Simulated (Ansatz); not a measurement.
# SiI₄: how energies converge with the basis set

The task here is to estimate one member of a computed series from the others.

Method: one geometry, several basis sets; program: Ansatz 0.2.0, Gaussian basis.

The runs, in order: PBE0-D4/def2-SVP; ωB97M-V/def2-SVP; PBE0-D4/def2-QZVPP; ωB97M-V/def2-QZVPP; the functionals' def2-TZVPP values are taken from earlier runs.

1 further run of the same task is left out (it didn't finish).

### Structure used throughout

An earlier PBE0-D4 in a triple-zeta def2 set relaxation fixed the geometry. I takes the def2 core potential; no spin-orbit term is included.

SMILES `I[Si](I)(I)I`, 5 atoms, charge 0, spin multiplicity 1.

Atoms are counted from 1 here; the program's logs count them from 0.

Bond lengths: I1–Si2 2.429 Å, Si2–I3 2.429 Å, Si2–I4 2.429 Å, Si2–I5 2.429 Å. Angles: I1–Si2–I3 109.5°, I1–Si2–I4 109.5°, I1–Si2–I5 109.5°, I3–Si2–I4 109.5°, I3–Si2–I5 109.5°, I4–Si2–I5 109.5°.

The first run:

Contents of in.yaml:

```yaml
crystal:
  periodic: [false, false, false]
  atoms:
    - {symbol: I, position_ang: [-1.160163, -0.000925, 2.119707]}
    - {symbol: Si, position_ang: [0.009992, -0.014737, -0.008262]}
    - {symbol: I, position_ang: [2.067507, -1.286651, 0.207562]}
    - {symbol: I, position_ang: [-1.399956, -1.037109, -1.700748]}
    - {symbol: I, position_ang: [0.532521, 2.265721, -0.659558]}
basis:
  gaussian: {orbitals: def2-SVP}
hamiltonian: {xc: pbe0, dispersion: d4}
output: {orbitals: {seedname: orbitals}}
```

On the command line:

```sh
ansatz run in.yaml --threads 2 --pin off --events-out ev --progress --plain --max-ram 31744MiB --backend cpu
```

Steps of the session up to this table: PBE0-D4 in def2-SVP; ωB97M-V in def2-SVP; PBE0-D4 in def2-QZVPP; ωB97M-V in def2-QZVPP.

One table of the session follows, with a row left open; its other results are not shown here.

It belongs to the step «Functionals by basis». 

```
functional       basis  HOMO (eV)  LUMO (eV)
   PBE0-D4    def2-SVP      -7.68      -2.61
   PBE0-D4  def2-TZVPP      -7.69      -2.61
   PBE0-D4  def2-QZVPP      -7.70      -2.63
   ωB97M-V    def2-SVP      -9.74      -0.79
   ωB97M-V  def2-TZVPP      -9.78      -0.85
   ωB97M-V  def2-QZVPP          ?          ?
```

Estimate the missing values for ωB97M-V, def2-QZVPP.

The run gave: HOMO (eV): -9.79; LUMO (eV): -0.89. In the column «HOMO (eV)» it is the lowest.
